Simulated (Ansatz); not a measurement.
# LiMg12: the cost of one run

Method: DFT PBEsol, plane waves, PAW, scalar-relativistic, no spin polarisation, in Ansatz 0.2.0.

## 1. The starting structure

The cell holds 13 atoms (LiMg12): a = 6.420 Å, b = 9.630 Å, c = 5.213 Å, α = 90.00°, β = 90.00°, γ = 120.00°.

Coordinates:

```
Mg Li
1.0
     6.42000    0.00000    0.00000
    -4.81500    8.33982    0.00000
     0.00000    0.00000    5.21304
Mg Li
12 1
Direct
  0.00000 0.00000 0.00000
  0.16667 0.22222 0.50000
  0.00000 0.33333 0.00000
  0.16667 0.55556 0.50000
  0.00000 0.66667 0.00000
  0.16667 0.88889 0.50000
  0.50000 0.00000 0.00000
  0.66667 0.22222 0.50000
  0.50000 0.33333 0.00000
  0.66667 0.55556 0.50000
  0.50000 0.66667 0.00000
  0.66667 0.88889 0.50000
  0.00858 0.00915 0.62793
```

## 2. Relaxing the start

Input file input.yaml:

```yaml
accuracy: low
crystal:
  lattice:
    - [6.42, 0.0, 0.0]
    - [-4.815, 8.339825, 0.0]
    - [0.0, 0.0, 5.21304]
  atoms:
    - { symbol: Mg, position: [0.0, 0.0, 0.0] }
    - { symbol: Mg, position: [0.1666667, 0.2222222, 0.5] }
    - { symbol: Mg, position: [0.0, 0.3333333, 0.0] }
    - { symbol: Mg, position: [0.1666667, 0.5555556, 0.5] }
    - { symbol: Mg, position: [0.0, 0.6666667, 0.0] }
    - { symbol: Mg, position: [0.1666667, 0.8888889, 0.5] }
    - { symbol: Mg, position: [0.5, 0.0, 0.0] }
    - { symbol: Mg, position: [0.6666667, 0.2222222, 0.5] }
    - { symbol: Mg, position: [0.5, 0.3333333, 0.0] }
    - { symbol: Mg, position: [0.6666667, 0.5555556, 0.5] }
    - { symbol: Mg, position: [0.5, 0.6666667, 0.0] }
    - { symbol: Mg, position: [0.6666667, 0.8888889, 0.5] }
    - { symbol: Li, position: [0.0085789, 0.0091514, 0.6279308] }
basis:
  ecutwfc: 420.0
kpoints:
  mp_grid: { grid: [2, 2, 2] }
hamiltonian:
  xc: pbesol
scf:
  occupations: { method: fermi_dirac, width: 0.15 }
  lower_state_search: "off"
relax:
  f_tol: 0.08
  max_steps: 25
  adjacent_minimum: "off"
output:
  write_density: true
  write_potential: true
  elf: true
  volumetric_format: npy
```

Started as:

```console
$ ansatz run input.yaml --threads 1 --pin off --max-ram 3072MiB --backend cpu --events-out ev --progress --plain --runs-dir out
```

Q: Estimate wall time and peak memory on 1 thread of Arm Neoverse V2, shared host.

About 59 s, with a peak of 0.52 GiB.
